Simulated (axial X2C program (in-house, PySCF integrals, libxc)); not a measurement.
# Linear FTeF⁻ at several levels

An exercise on one series of results from a longer session: the logs are not shown, and one member is left open.

Method: all-electron X2C, two-component (2c) or spin-free, F dyall-av3z, Te dyall-v3z; program: an in-house X2C program for linear molecules on PySCF integrals.

All values are calculated.

2 further runs of the same task are left out: 2 set aside as unsound or not needed.

The first run:

task.json reads:

```json
{
 "zs": [
  9,
  52,
  9
 ],
 "q": -1,
 "bas": [
  "dyall-av3z",
  "dyall-v3z",
  "dyall-av3z"
 ],
 "r0": [
  2.0,
  2.0
 ],
 "symm": 1,
 "scan": [
  "PBE0",
  "HF",
  "TPSSh"
 ],
 "levels": [
  "PBE0",
  "HF",
  "LDA"
 ],
 "nst": 2
}
```

Keys: zs atomic numbers; q charge; bas basis sets; r0 starting distance in Å; symm equal bonds; scan levels of the two-bond scan (MP2 follows by itself at each HF point); levels methods; nst determinants followed.

On the command line:

```sh
$ python solin.py task.json out
```

Masses F 18.998, Te 129.906, F 18.998 u.

Among the steps run: Scan at PBE0, 2c; Scan at HF, 2c; Scan at TPSSh, 2c.

One table of the session follows, with a row left open; its other results are not shown here.

| level | r(F–Te) (Å) | r(Te–F) (Å) | lower stretch (cm⁻¹) | upper stretch (cm⁻¹) |
| --- | --- | --- | --- | --- |
| PBE0, 2c | 2.102 | 2.102 | 399.6 | 425.0 |
| HF, 2c | 2.085 | 2.085 | 377.1 | 433.3 |
| TPSSh, 2c | 2.111 | 2.111 | 398.8 | 420.1 |
| MP2, 2c | 2.102 | 2.102 | 408.0 | 434.6 |
| PBE0, spin-free | ? | ? | ? | ? |
| HF, spin-free | 2.079 | 2.079 | 380.0 | 439.0 |
| TPSSh, spin-free | 2.105 | 2.105 | 401.9 | 424.8 |
| MP2, spin-free | 2.096 | 2.096 | 411.1 | 438.9 |

**Question.** Estimate the row for PBE0, spin-free.

**Answer.** r(F–Te) (Å): 2.095; r(Te–F) (Å): 2.095; lower stretch (cm⁻¹): 402.9; upper stretch (cm⁻¹): 430.1. In the column «r(F–Te) (Å)» it lies between HF, 2c (2.085) and MP2, spin-free (2.096).

Scans not shown above were run alike.

MP2 freezes inner shells (threshold -2 hartree). For an anion the highest level of a functional can be positive, and the basis then holds the extra electron. The molecule was held linear; bending was not examined, so a bent shape may lie lower. Note: functional without a current term on a determinant with orbital currents, of the molecule or an atom.
